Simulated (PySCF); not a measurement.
# CH6F2P2Si: the cost of one run

Computed with PySCF 2.14.0, with density-fitted response routines of our own, on a single molecule in the gas phase. Atoms count from 0, in the outputs and in this text.

## Step 1: The starting structure

12 atoms, charge 0, multiplicity 1; geometry from: GFN2-xTB. The atoms were then displaced at random by about 0.01 Å, so the start is not that level's minimum.

Bonds of the start (Å): F0–C1 1.39, C1–F2 1.37, C1–Si3 1.91, Si3–P4 2.27, Si3–P5 2.26, C1–H6 1.10, Si3–H7 1.46, P4–H8 1.42, P4–H9 1.38, P5–H10 1.39, P5–H11 1.39.

## Step 2: Geometry optimisation at PBE0-D3(BJ)/def2-SVP

Job settings and geometry (Å):

```
{"job": {"xc": "PBE0", "basis": "def2-SVP", "d3": "d3bj", "grid": 1, "shake": 0.01, "kind": "geom"}, "charge": 0, "multiplicity": 1}
F      2.559290    -0.333410     0.759940
C      1.600540     0.552850     0.280080
F      1.114190     1.234640     1.358080
Si     0.184250    -0.410020    -0.566370
P     -1.125770     1.213660    -1.472450
P     -0.586370    -1.808650     1.037660
H      2.135940     1.284820    -0.351060
H      0.800120    -1.162020    -1.656600
H     -1.577230     1.712620    -0.224450
H     -2.241260     0.413280    -1.620340
H     -1.874640    -1.929520     0.526490
H     -0.949380    -0.796540     1.920000
```

Run with:

```bash
OMP_NUM_THREADS=1 python probes_run.py task.json out
```

The driver reads the jobs from task.json and runs them one after another.

**Question.** How long does this first job take on 1 thread of Arm Neoverse N1, shared host, and how much memory does it need?

About 1.9 min, with a peak of 0.54 GiB.
